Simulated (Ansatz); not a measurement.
# C3H12FHfN3: small, medium and large basis sets

The task here is to estimate one member of a computed series from the others.

The runs use Ansatz 0.2.0, Gaussian basis; one geometry, several basis sets.

The runs, in order: PBE0-D4/def2-SVP; ωB97M-V/def2-SVP; PBE0-D4/def2-QZVPP; ωB97M-V/def2-QZVPP; the functionals' def2-TZVPP values are taken from earlier runs.

## Structure used throughout

All runs share one geometry, relaxed beforehand with PBE0-D4 in a triple-zeta def2 set. Hf takes the def2 core potential; no spin-orbit term is included.

SMILES `C[NH][Hf]([F])([NH]C)[NH]C`, 20 atoms, charge 0, spin multiplicity 1.

Atoms are counted from 1 here; the program's logs count them from 0.

Bond lengths: C1–N2 1.449 Å, C1–H9 1.097 Å, C1–H10 1.095 Å, C1–H11 1.097 Å, N2–Hf3 2.036 Å, N2–H12 1.011 Å, Hf3–F4 1.939 Å, Hf3–N5 2.036 Å, Hf3–N7 2.036 Å, N5–C6 1.449 Å, N5–H13 1.011 Å, C6–H14 1.097 Å, C6–H15 1.095 Å, C6–H16 1.097 Å, N7–C8 1.449 Å, N7–H17 1.011 Å, C8–H18 1.097 Å, C8–H19 1.097 Å and more. Angles: N2–C1–H9 112.4°, N2–C1–H10 110.3°, N2–C1–H11 112.7°, H9–C1–H10 106.6°, H9–C1–H11 107.8°, H10–C1–H11 106.6°, C1–N2–Hf3 125.8°, C1–N2–H12 111.5°, Hf3–N2–H12 122.5°, N2–Hf3–F4 111.8°, N2–Hf3–N5 107.1°, N2–Hf3–N7 107.1°, F4–Hf3–N5 111.7°, F4–Hf3–N7 111.7°, N5–Hf3–N7 107.1°, Hf3–N5–C6 125.9°, Hf3–N5–H13 122.5°, C6–N5–H13 111.5° and more.

The first run:

in.yaml

```yaml
crystal:
  periodic: [false, false, false]
  atoms:
    - {symbol: C, position_ang: [2.097054, -0.412179, -2.249078]}
    - {symbol: N, position_ang: [1.712460, -0.288203, -0.857548]}
    - {symbol: Hf, position_ang: [-0.195974, -0.224073, -0.150423]}
    - {symbol: F, position_ang: [-1.332197, -1.526099, -1.029699]}
    - {symbol: N, position_ang: [-0.872671, 1.676454, -0.426736]}
    - {symbol: C, position_ang: [-2.254729, 2.105037, -0.351429]}
    - {symbol: N, position_ang: [-0.100757, -0.540714, 1.858754]}
    - {symbol: C, position_ang: [0.038660, -1.828977, 2.507244]}
    - {symbol: H, position_ang: [2.721238, 0.424501, -2.587337]}
    - {symbol: H, position_ang: [1.208269, -0.419534, -2.889326]}
    - {symbol: H, position_ang: [2.641174, -1.341752, -2.457383]}
    - {symbol: H, position_ang: [2.518106, -0.301979, -0.247468]}
    - {symbol: H, position_ang: [-0.263994, 2.434468, -0.703075]}
    - {symbol: H, position_ang: [-2.631938, 2.489764, -1.307032]}
    - {symbol: H, position_ang: [-2.898699, 1.262555, -0.076955]}
    - {symbol: H, position_ang: [-2.411945, 2.881461, 0.407866]}
    - {symbol: H, position_ang: [-0.213095, 0.203701, 2.532999]}
    - {symbol: H, position_ang: [-0.826801, -2.085595, 3.130626]}
    - {symbol: H, position_ang: [0.934749, -1.886093, 3.137993]}
    - {symbol: H, position_ang: [0.131080, -2.622725, 1.757997]}
basis:
  gaussian: {orbitals: def2-SVP}
hamiltonian: {xc: pbe0, dispersion: d4}
output: {orbitals: {seedname: orbitals}}
```

Run with:

```sh
ansatz run in.yaml --threads 4 --pin off --events-out ev --progress --plain --max-ram 46080MiB --backend cpu
```

Steps of the session up to this table: PBE0-D4 in def2-SVP; ωB97M-V in def2-SVP; PBE0-D4 in def2-QZVPP; ωB97M-V in def2-QZVPP.

One table of the session follows, with a row left open; its other results are not shown here.

It belongs to the step «Density functionals: the series». 

| functional | basis | HOMO (eV) | LUMO (eV) |
| --- | --- | --- | --- |
| PBE0-D4 | def2-SVP | -6.33 | 0.40 |
| PBE0-D4 | def2-TZVPP | -6.42 | 0.15 |
| PBE0-D4 | def2-QZVPP | ? | ? |
| ωB97M-V | def2-SVP | -8.65 | 1.67 |
| ωB97M-V | def2-TZVPP | -8.75 | 1.33 |
| ωB97M-V | def2-QZVPP | -8.78 | 0.79 |

**Question.** Estimate the row for PBE0-D4, def2-QZVPP.

**Answer.** HOMO (eV): -6.46; LUMO (eV): -0.11. In the column «HOMO (eV)» it lies between ωB97M-V, def2-SVP (-8.65) and PBE0-D4, def2-TZVPP (-6.42).
